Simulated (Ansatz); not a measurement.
**NiMoIrPdW: single point with PBE**

Crystal: NiMoIrPdW.

```xyz
5
Lattice="4.1467 0.0000 0.0000 -2.0734 3.5911 0.0000 0.0000 0.0000 5.4163" Properties=species:S:1:pos:R:3 pbc="T T T"
Ni    0.0000    0.0000    0.1203
Mo    2.0734    1.1970    2.4913
Pd    0.0000    2.3941    4.0406
Ir    0.0000    2.3941    1.3888
W     2.0734    1.1970    5.4155
```

The cell was built by a generator and needn't be a form met in nature.

```yaml
Program: Ansatz 0.2.0
Task: single point
Functional: PBE
Potentials_or_basis: all-electron LAPW, scalar-relativistic
Cutoff: 343 eV (chosen from the basis error)
Basis_error_allowed: 0.002 eV/atom
k_mesh: 5 × 5 × 4
Occupations: fermi-dirac, width 0.05 eV
Spin: collinear spin, ferromagnetic start
Starting_moments: "[1.0, 1.0, 0.0, 0.6, 0.0] μB"
```

```yaml
Pressure: 0.1 GPa
Largest_force: 0.119 eV/Å
Band_gap_on_the_k_mesh: none (metal or under the smearing width)
Net_moment: 0.00 μB per cell
Absolute_moment: 0.00 μB per cell
```

Forces in eV/Å, atoms in the order of the input:
```
Ni   0.000  0.000 -0.012
Mo   0.000  0.000 -0.119
Pd   0.000  0.000 -0.046
Ir   0.000  0.000  0.095
W    0.000  0.000  0.081
```

Stress tensor (GPa, compression positive):
```
-0.11  0.00  0.00
 0.00 -0.11  0.00
 0.00  0.00  0.39
```

Levels at points of the mesh, in eV from the Fermi level:
Spin up:
```csv
k point,band 80,band 81,band 82,band 83,band 84,band 85,band 86,band 87
"(0.00, 0.00, 0.00)",-1.59,-1.36,-1.36,-0.71,0.85,0.85,2.06,2.06
"(0.00, 0.00, -0.50)",-1.31,-0.47,-0.47,-0.34,0.48,0.77,0.77,1.54
```
Spin down:
| k point | band 81 | band 82 | band 83 | band 84 | band 85 | band 86 |
| --- | --- | --- | --- | --- | --- | --- |
| (0.00, 0.00, 0.00) | -1.36 | -1.36 | -0.71 | 0.85 | 0.85 | 2.06 |
| (0.00, 0.00, -0.50) | -0.47 | -0.47 | -0.34 | 0.48 | 0.77 | 0.77 |

It took 33 s on 8 threads of Intel(R) Xeon(R) Platinum 8488C (Sapphire Rapids) (shared host), peak memory 1.6 GiB.

Caveat: the k mesh is thin for a metal, which can move the energy by tens of meV per atom; the starting moments weren't kept. Spin-orbit coupling is left out, which matters for the levels of Ir, W.
